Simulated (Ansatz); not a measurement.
# LaAg: the cost of one run

Program: the Python package of Ansatz 0.2.0. Level of theory: DFT LDA, plane waves, PAW. These are calculated values, not measurements.

### Step 1. Starting point

Symmetry: Pm-3m, No. 221, cubic system. The conventional cell has a = 3.760 Å, b = 3.760 Å, c = 3.760 Å, α = 90.00°, β = 90.00°, γ = 90.00°. La (site symmetry m-3m) is surrounded by 8 Ag at 3.26 Å. Ag (site symmetry m-3m) has 8 La at 3.26 Å as nearest neighbours.

No structure file is read: the coordinates are typed or built in the script.

### Step 2. The code

File laag.py:

```python
"""Cleavage curve of LaAg."""

import warnings

import ansatz
import numpy as np

vectors0 = np.array([
    [3.76, 0.0, 0.0],
    [0.0, 3.76, 0.0],
    [0.0, 0.0, 3.76],
])
sites = [
    ("La", (0.5, 0.5, 0.5)),
    ("Ag", (0.0, 0.0, 0.0)),
]


def crystal_on(cell):
    crystal = ansatz.Crystal(lattice=ansatz.Lattice.of(cell))
    for symbol, position in sites:
        crystal = crystal.atom(symbol, position)
    return crystal

warnings.simplefilter("ignore", ansatz.DeckWarning)

block = crystal_on(vectors0).supercell(1, 1, 2).resolved()
cell0 = np.array(block.lattice.vectors)
xyz = np.array([site.position for site in block.sites]) @ cell0
normal = np.cross(cell0[0], cell0[1])
area = np.linalg.norm(normal)
normal *= np.sign(normal @ cell0[2]) / area
# the atoms stay where they are; only the third vector changes
energies = []
for amount in [0, 0.25, 0.5, 1.0, 2.0, 3.0]:
    cell = cell0.copy()
    cell[2] += amount * normal
    moved = ansatz.Crystal(lattice=ansatz.Lattice.of(cell))
    for site, fraction in zip(block.sites, xyz @ np.linalg.inv(cell)):
        moved = moved.atom(site.symbol, fraction)
    base = (
        moved.calculation()
        .functional("lda")
        .pseudopotentials("paw")
        .eigensolver("davidson", full_accuracy=True)
        .occupations("Gaussian", width=0.01)
        .basis(320)
        .kpoints(5, 5, 3)
    )
    energies.append(base.run().report["free_energy_ev"])
    print(f"gap {amount:4.2f} A: {(energies[-1] - energies[0]) / area * 16.02177:8.4f} J/m^2")
```

### Step 3. Running it

The run is started by

```sh
$ python laag.py
```

Q: Estimate wall time and peak memory on 1 thread of Arm Neoverse V2, shared host.

About 71 s, with a peak of 0.38 GiB.
